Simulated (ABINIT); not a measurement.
MgSi:

```xyz
2
Lattice="2.9084 0.0000 0.0000 0.0000 2.9084 0.0000 0.0000 0.0000 4.1034" Properties=species:S:1:pos:R:3 pbc="T T T"
Si    1.4542    1.4542    2.0517
Mg    0.0000    0.0000    0.0000
```

The cell comes from a database or a generator and needn't be the stable form of this composition.

```yaml
Program: ABINIT 10.8.3 (patched build)
Task: relaxation of cell and atoms
Functional: PBE
Potentials_or_basis: JTH PAW PBE v2.0
Cutoff: 517 eV
k_mesh: 9 × 9 × 7
Occupations: fermi-dirac, width 0.05 eV
Spin: no spin polarisation
```

At the start: pressure 0.1 GPa; volume 17.35 Å³/atom.

Task: How do energy, volume and symmetry change on relaxing?

Result: Over 5 steps the energy falls by 16.9 meV/atom and the volume is 17.48 Å³/atom (+0.7 %); space group P4/mmm (No. 123, to 0.05 Å).

The path:
```csv
step,energy change (eV),largest force (eV/Å),pressure (GPa),volume (Å³)
1,0.0000,0.0000,0.14,34.71
2,-0.0046,0.0000,0.14,34.72
3,-0.0327,0.0000,0.63,34.91
4,-0.0336,0.0000,0.43,34.92
5,-0.0339,0.0000,0.42,34.96
```

Final structure:
```xyz
2
Lattice="2.9905 0.0000 0.0000 0.0000 2.9905 0.0000 0.0000 0.0000 3.9095" Properties=species:S:1:pos:R:3 pbc="T T T"
Si    1.4952    1.4952    1.9548
Mg    0.0000    0.0000    0.0000
```

Caveat: the log and the count of SCF iterations are those of the last ABINIT call alone.
